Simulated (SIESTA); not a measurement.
AlGa3N4:

```
CELL_PARAMETERS angstrom
5.14559 0.00000 0.00000
0.00000 3.16708 0.00000
-0.00372 0.00000 5.48365
ATOMIC_POSITIONS crystal
Ga 0.99991 0.00000 0.16624
Ga 0.49913 0.00000 0.83133
Ga 0.49914 0.50000 0.33515
Al 0.00050 0.50000 0.66730
N 0.63260 0.50000 0.66727
N 0.62025 0.00000 0.16615
N 0.11683 0.00000 0.82526
N 0.11924 0.50000 0.34130
```

The cell comes from a database or a generator and needn't be the stable form of this composition.

| Quantity | Value |
| --- | --- |
| Program | SIESTA 5.4.2 |
| Task | single point |
| Functional | PBEsol |
| Potentials or basis | PseudoDojo 0.4 standard (PBEsol files) |
| Basis | DZP (energy shift 0.003 Ry; two zetas on semicore shells) |
| Grid cutoff | 800 Ry |
| Energy shift | 0.003 Ry |
| k mesh | 5 × 8 × 5 |
| Occupations | fermi-dirac, width 0.05 eV |
| Spin | no spin polarisation |

On this cell: pressure 2.1 GPa; largest force 0.104 eV/Å; band gap on the k mesh 2.46 eV, direct.

The same run follows on a disturbed copy (atoms moved at random, drawn with an rms of 0.05 Å):

```
CELL_PARAMETERS angstrom
5.14559 0.00000 0.00000
0.00000 3.16708 0.00000
-0.00372 0.00000 5.48365
ATOMIC_POSITIONS crystal
Ga 0.00522 0.00355 0.16152
Ga 0.49177 0.99759 0.83007
Ga 0.49802 0.49739 0.33627
Al 0.00626 0.50024 0.66668
N 0.63045 0.49035 0.66859
N 0.61383 0.00218 0.16689
N 0.11510 0.98731 0.83206
N 0.11350 0.49808 0.34331
```

Problem. What changes?

Solution. The energy moves by +13.6 meV/atom; pressure 2.4 GPa; largest force 1.393 eV/Å; band gap on the k mesh 2.42 eV, direct.

Forces in eV/Å, atoms in the order of the input:
```
Ga  -1.022 -0.242  0.914
Ga   0.774 -0.275  0.239
Ga   0.056  0.207 -0.038
Al  -0.963 -0.560  0.289
N    0.120  0.340  0.031
N    0.497 -0.249 -0.211
N    0.069  0.601 -0.854
N    0.470  0.179 -0.370
```

Stress tensor (GPa, compression positive):
```
 0.48  0.63 -1.00
 0.63  1.95  1.02
-1.00  1.02  4.72
```

Caveats: the basis of atomic orbitals isn't converged, which shifts pressures, moduli and gaps.

